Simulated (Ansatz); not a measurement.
# FGaH2S: the cost of one run

Program: Ansatz 0.2.0. Level of theory: RKS PBE-D4/def2-mTZVP. These are calculated values, not measurements.

### Step 1. The system as given

Bond lengths: F1–Ga2 1.770 Å, Ga2–S3 1.740 Å, Ga2–H4 0.982 Å, S3–H5 1.392 Å. Angles: F1–Ga2–S3 101.0°, F1–Ga2–H4 121.1°, S3–Ga2–H4 126.7°, Ga2–S3–H5 99.9°.

As a file:

```xyz
5

F    -1.1971   -0.1215    1.2861
Ga   -0.2323   -0.6822   -0.0873
S     1.2413    0.2116    0.1535
H    -0.6524   -0.8996   -0.9475
H     0.8904    1.4181   -0.4462
```

### Step 2. End point A

input.yaml reads:

```yaml
crystal:
  periodic: [false, false, false]
  atoms:
    - { symbol: F, position_ang: [-1.1971, -0.1215, 1.2861] }
    - { symbol: Ga, position_ang: [-0.2323, -0.6822, -0.0873] }
    - { symbol: S, position_ang: [1.2413, 0.2116, 0.1535] }
    - { symbol: H, position_ang: [-0.6524, -0.8996, -0.9475] }
    - { symbol: H, position_ang: [0.8904, 1.4181, -0.4462] }
basis:
  gaussian: { orbitals: def2-mTZVP }
hamiltonian:
  xc: pbe
  dispersion: d4
relax:
  f_tol: 0.015
  max_steps: 40
```

The run is started by

```bash
$ ansatz run input.yaml --threads 1 --pin off --max-ram 2048MiB --backend cpu --events-out ev --progress --plain --runs-dir out
```

Q: Estimate wall time and peak memory on 1 thread of Intel Xeon Platinum 8488C (Sapphire Rapids), shared host.

About 18 s, with a peak of 0.16 GiB.
